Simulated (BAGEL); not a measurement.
# SiH3SOF (SMILES O[SiH](F)S): HF/6-31G(d) (density fitting with qzvpp-jkfit, spherical functions)

Aim: the vertical ionisation energy of SiH3SOF at HF/6-31G* (density fitting with qzvpp-jkfit, spherical functions), from 2 runs. 

The calculation is run with BAGEL 1.2.2.

1 further run of the same task is left out (set aside as unsound or not needed). Runs told in other sessions of the task aren't counted.

## 1. The molecule

The species is SiH3SOF (7 atoms), meant as a singlet with charge 0. SMILES: `O[SiH](F)S`. The shape is that of a PBE0-D4/def2-TZVP optimisation. This is one conformer, not always the lowest.

Bond lengths: O1–Si2 1.624 Å, Si2–F3 1.594 Å, Si2–S4 2.124 Å, O1–H5 0.959 Å, Si2–H6 1.470 Å, S4–H7 1.344 Å. Angles: O1–Si2–F3 112.2°, O1–Si2–S4 108.9°, F3–Si2–S4 107.3°, O1–Si2–H6 106.6°, F3–Si2–H6 107.1°, S4–Si2–H6 114.9°, Si2–O1–H5 118.6°, Si2–S4–H7 93.3°.

## 2. A single-point energy at HF/6-31G(d) (density fitting with qzvpp-jkfit, spherical functions)

The input, input.json:

```json
{ "bagel" : [

{
  "title" : "molecule",
  "basis" : "6-31gs.json",
  "df_basis" : "qzvpp-jkfit",
  "angstrom" : "true",
  "geometry" : [
    { "atom" : "O", "xyz" : [      -1.252700,       1.036700,      -0.295600 ] },
    { "atom" : "Si", "xyz" : [      -0.023300,       0.209800,       0.369300 ] },
    { "atom" : "F", "xyz" : [       1.374200,       0.953800,       0.184300 ] },
    { "atom" : "S", "xyz" : [       0.135000,      -1.677100,      -0.592300 ] },
    { "atom" : "H", "xyz" : [      -1.313700,       1.078400,      -1.251900 ] },
    { "atom" : "H", "xyz" : [      -0.291300,       0.148600,       1.813800 ] },
    { "atom" : "H", "xyz" : [       1.433000,      -1.818200,      -0.273300 ] }
  ]
},

{ "title" : "hf", "charge" : 0 },

{ "title" : "print", "file" : "orbitals.molden", "orbitals" : "true" }

]}
```

The basis set 6-31G* is read from a file made from the Basis Set Exchange's data (not shown).

Run with:

```sh
$ BAGEL_NUM_THREADS=1 BAGEL input.json > input.out
```

Standard output:

```text
* using 1 threads per process

  ===============================================================
  ===============================================================

  *** Geometry ***

  { "atom" : "O", "xyz" : [     -2.367260,      1.959079,     -0.558603 ] },
  { "atom" : "Si", "xyz" : [     -0.044031,      0.396465,      0.697876 ] },
  { "atom" : "F", "xyz" : [      2.596862,      1.802421,      0.348277 ] },
  { "atom" : "S", "xyz" : [      0.255113,     -3.169260,     -1.119285 ] },
  { "atom" : "H", "xyz" : [     -2.482533,      2.037881,     -2.365748 ] },
  { "atom" : "H", "xyz" : [     -0.550477,      0.280813,      3.427585 ] },
  { "atom" : "H", "xyz" : [      2.707978,     -3.435900,     -0.516462 ] },

  Number of auxiliary basis functions:      464

  Since a DF basis is specified, we compute 2- and 3-index integrals:
    o Being stored without compression. Storage requirement is 0.018 GB

  Number of basis functions:       70
  Number of electrons      :       50

    * METHOD: MOLECULE                             0.15

  *** RHF ***

  === Nuclear Repulsion ===
   231.6128632001

      * DIIS with orbital gradients will be used.

  === RHF iteration (6-31gs.json) ===
      0       -862.36736839          0.02498717           0.04
      1       -862.52327377          0.01569347           0.03
      2       -862.60874878          0.00133584           0.03
      3       -862.60992128          0.00026188           0.03
      4       -862.60997384          0.00008901           0.04
      5       -862.60997938          0.00002892           0.04
      6       -862.60997995          0.00001063           0.03
      7       -862.60998005          0.00000190           0.04
      8       -862.60998005          0.00000056           0.04
      9       -862.60998005          0.00000027           0.04
     10       -862.60998005          0.00000010           0.04
     11       -862.60998005          0.00000003           0.04
     12       -862.60998005          0.00000002           0.04
     13       -862.60998005          0.00000001           0.04
    * SCF iteration converged.

    * Permanent dipole moment:
           (   -0.075269,     0.047239,     0.217183) a.u.

    * METHOD: HF                                   0.62

    * METHOD: PRINT                                0.01

  ===============================================================
```

It took 0.92 s on 1 thread of Intel Xeon 6975P-C (Granite Rapids), shared host.

## 3. The doublet cation at the same level

The input, calc.json:

```json
{ "bagel": [

{
  "title": "molecule",
  "basis": "6-31gs.json",
  "df_basis": "qzvpp-jkfit",
  "angstrom": true,
  "geometry": [
    { "atom": "O", "xyz": [   -1.252700,    1.036700,   -0.295600 ] },
    { "atom": "Si", "xyz": [   -0.023300,    0.209800,    0.369300 ] },
    { "atom": "F", "xyz": [    1.374200,    0.953800,    0.184300 ] },
    { "atom": "S", "xyz": [    0.135000,   -1.677100,   -0.592300 ] },
    { "atom": "H", "xyz": [   -1.313700,    1.078400,   -1.251900 ] },
    { "atom": "H", "xyz": [   -0.291300,    0.148600,    1.813800 ] },
    { "atom": "H", "xyz": [    1.433000,   -1.818200,   -0.273300 ] }
  ]
},
{ "title": "uhf", "charge": 1, "nopen": 1 },
{ "title": "print", "file": "orbitals.molden", "orbitals": true }

]}
```

The basis set 6-31G* is read from a file made from the Basis Set Exchange's data (not shown).

Run with:

```sh
$ BAGEL_NUM_THREADS=1 BAGEL calc.json > calc.out
```

Standard output:

```text
* using 1 threads per process

  ===============================================================
  ===============================================================

  *** Geometry ***

  { "atom" : "O", "xyz" : [     -2.367260,      1.959079,     -0.558603 ] },
  { "atom" : "Si", "xyz" : [     -0.044031,      0.396465,      0.697876 ] },
  { "atom" : "F", "xyz" : [      2.596862,      1.802421,      0.348277 ] },
  { "atom" : "S", "xyz" : [      0.255113,     -3.169260,     -1.119285 ] },
  { "atom" : "H", "xyz" : [     -2.482533,      2.037881,     -2.365748 ] },
  { "atom" : "H", "xyz" : [     -0.550477,      0.280813,      3.427585 ] },
  { "atom" : "H", "xyz" : [      2.707978,     -3.435900,     -0.516462 ] },

  Number of auxiliary basis functions:      464

  Since a DF basis is specified, we compute 2- and 3-index integrals:
    o Being stored without compression. Storage requirement is 0.018 GB

  Number of basis functions:       70
  Number of electrons      :       50

    * METHOD: MOLECULE                             0.18

  *** Open-shell HF ***

  === Nuclear Repulsion ===
   231.6128632001

      * DIIS with orbital gradients will be used.

  === UHF iteration (6-31gs.json) ===
      0       -861.95957947          0.05356948           0.07
      1       -862.15255514          0.03484950           0.08
      2       -862.21826753          0.02233362           0.08
      3       -862.26188272          0.00117302           0.10
      4       -862.26255593          0.00052053           0.08
      5       -862.26273738          0.00032774           0.07
      6       -862.26286463          0.00024695           0.07
      7       -862.26299213          0.00016179           0.07
      8       -862.26307216          0.00007294           0.07
      9       -862.26308540          0.00003455           0.08
     10       -862.26308785          0.00001802           0.08
     11       -862.26308852          0.00000853           0.08
     12       -862.26308864          0.00000370           0.08
     13       -862.26308866          0.00000161           0.07
     14       -862.26308866          0.00000083           0.07
     15       -862.26308866          0.00000058           0.08
     16       -862.26308866          0.00000045           0.07
     17       -862.26308866          0.00000033           0.08
     18       -862.26308866          0.00000022           0.08
     19       -862.26308866          0.00000013           0.08
     20       -862.26308866          0.00000008           0.08
     21       -862.26308866          0.00000005           0.08
     22       -862.26308866          0.00000002           0.07
     23       -862.26308866          0.00000001           0.07
     24       -862.26308866          0.00000001           0.08
    * SCF iteration converged.

    * S^2 (UHF) is 0.7602

    * Permanent dipole moment:
           (   -0.226596,     2.109524,     0.700761) a.u.

    * METHOD: UHF                                  2.03

    * METHOD: PRINT                                0.01

  ===============================================================
```

It took 2.4 s on 1 thread of Intel Xeon 6975P-C (Granite Rapids), shared host.

## 4. Results

Level: HF/6-31G* (density fitting with qzvpp-jkfit, spherical functions).

```
                                          quantity          value
                     singlet SiH3SOF: total energy  -862.60998 Eh
                    singlet SiH3SOF: dipole moment         0.60 D
                      singlet SiH3SOF: HOMO energy      -10.81 eV
                      singlet SiH3SOF: LUMO energy        4.08 eV
                    singlet SiH3SOF: HOMO–LUMO gap       14.88 eV
                      doublet cation: total energy  -862.26309 Eh
                              doublet cation: ⟨S²⟩          0.760
vertical ionisation energy (to the doublet cation)       9.439 eV
```

What this shows: Removing an electron at fixed nuclei costs 9.44 eV (911 kJ/mol). The negative HOMO energy of the first species, 10.81 eV, lies 1.37 eV above that difference.
